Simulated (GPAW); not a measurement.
Wanted: an ASE script for a GPAW 26.7.0 run.

| Item | Value |
| --- | --- |
| Task | equation of state |
| Functional | PBEsol |
| Potentials or basis | PAW data sets generated in the run's folder for this functional |
| Cutoff | 600 eV |
| Basis | pw |
| k mesh | 6 × 6 × 6 |
| Occupations | fermi-dirac, width 0.05 eV |
| Spin | no spin polarisation |
| Maxiter | 150 |
| Eos scales | [0.94, 0.96, 0.98, 1.0, 1.02, 1.04, 1.06] |

Crystal: Ga.

```
CELL_PARAMETERS angstrom
-2.99241 2.99241 2.99241
2.99241 -2.99241 2.99241
2.99241 2.99241 -2.99241
ATOMIC_POSITIONS crystal
Ga 0.37500 0.62500 0.75000
Ga 0.62500 0.75000 0.37500
Ga 0.87500 0.25000 0.12500
Ga 0.75000 0.37500 0.62500
Ga 0.12500 0.87500 0.25000
Ga 0.25000 0.12500 0.87500
```

This isn't the form of Ga at room conditions, which is orthorhombic.

One way to write it, as run:

run.py

```python
from ase import Atoms
from ase.eos import EquationOfState
from ase.io import Trajectory
from ase.units import GPa
from gpaw import GPAW, PW, setup_paths

setup_paths.insert(0, '.')

atoms = Atoms(['Ga', 'Ga', 'Ga', 'Ga', 'Ga', 'Ga'],
              cell=[[-2.9924103506, 2.9924103506, 2.9924103506],
                    [2.9924103506, -2.9924103506, 2.9924103506],
                    [2.9924103506, 2.9924103506, -2.9924103506]],
              scaled_positions=[[0.375, 0.625, 0.75],
                                [0.625, 0.75, 0.375],
                                [0.875, 0.25, 0.125],
                                [0.75, 0.375, 0.625],
                                [0.125, 0.875, 0.25],
                                [0.25, 0.125, 0.875]],
              pbc=True)

traj = Trajectory('eos.traj', 'w')
volumes, energies = [], []
for x in [0.94, 0.96, 0.98, 1.0, 1.02, 1.04, 1.06]:
    a = atoms.copy()
    a.set_cell(atoms.cell * x**(1 / 3), scale_atoms=True)
    calc = GPAW(mode=PW(600),
                xc='PBEsol',
                kpts={'size': (6, 6, 6), 'gamma': True},
                occupations={'name': 'fermi-dirac', 'width': 0.05},
                nbands=22,
                convergence={'density': 1e-05, 'energy': 1e-05},
                maxiter=150,
                txt=f'eos-{x:.2f}.txt')
    a.calc = calc
    energies.append(a.get_potential_energy(force_consistent=True))
    volumes.append(a.get_volume())
    p = -a.get_stress()[:3].mean() / GPa
    calc.write(f'eos-{x:.2f}.gpw')
    traj.write(a)
    print(f'{x:.2f} {volumes[-1]:10.4f} A^3 {energies[-1]:14.6f} eV {p:9.3f} GPa', flush=True)

v0, e0, B = EquationOfState(volumes, energies, eos='birchmurnaghan').fit()
print(f'V0 = {v0:.4f} A^3, E0 = {e0:.6f} eV, B0 = {B / GPa:.2f} GPa')
```

Potentials or basis: PAW data sets generated in the run's folder for this functional, pw.

The run is started by

```console
$ gpaw-setup -f PBEsol Ga
$ OMP_NUM_THREADS=1 python run.py
```

It gave:

| Item | Value |
| --- | --- |
| Equilibrium volume | 17.84 Å³/atom |
| Bulk modulus | 61 GPa |
| Pressure derivative of the bulk modulus | 5.1 |

Wall time 6.1 min on 1 thread of Arm Neoverse V1, with other jobs on the host, peak memory 0.51 GiB.
